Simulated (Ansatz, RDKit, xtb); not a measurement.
**Isomers of Si3N2H10, a sample narrowed down**

Which of a sample of isomers of Si3N2H10 is the most stable in the gas at 298.15 K, and what are its properties? The sample is small against all isomers, and the most stable one of this formula need not be in it.

Plan: many cheap relaxations first (GFN2-xTB), then density-functional screening, relaxation at B3LYP-D3(BJ)/def2-SVP, vibrations (at GFN2-xTB) and a final energy. The numbers are computed, not measured.

### Step 1. Drawing up candidates

Isomers were taken from a list of plausible structures; this is a sample, not all of them. That gives 4 candidates.

```
label                   SMILES     spin
 c062   NN([SiH3])[SiH2][SiH3]  singlet
 c266   N[SiH2]N([SiH3])[SiH3]  singlet
 c650  N[Si@@H]([SiH3])N[SiH3]  singlet
 c708     N[SiH2]N[SiH2][SiH3]  singlet
```

Candidates are built by distance geometry, with a force field where one applies, in up to four conformers (letters a to d).

Q: Predict the outcome of this search (final energies at CCSD(T)/def2-SVP + MP2/def2-TZVPP - MP2/def2-SVP).

| quantity | value |
| --- | --- |
| lowest structure found | N[SiH2]N([SiH3])[SiH3], singlet |
| next finalist | N[SiH2]N[SiH2][SiH3], singlet, 15.5 kcal/mol higher in G |
| share at equilibrium, among the finalists | 100.0 % |

The lowest structure found is `N[SiH2]N([SiH3])[SiH3]`. The margin of 15.5 kcal/mol over the next finalist is beyond the usual error of the last level; it says nothing of structures that weren't ranked. GFN2-xTB, HF/STO-3G, r2SCAN-D4/def2-SVP, B3LYP-D3(BJ)/def2-SVP, HF/def2-SVP and MP2/def2-SVP already put its bonding pattern lowest among the structures in one piece. 5 minima inside the window were never screened. Lowest found is not proven lowest: the search is finite, and each finalist counts with one conformer. Only 4 drawn patterns were tried, so whole families of isomers are missing, and the result ranks this sample alone.
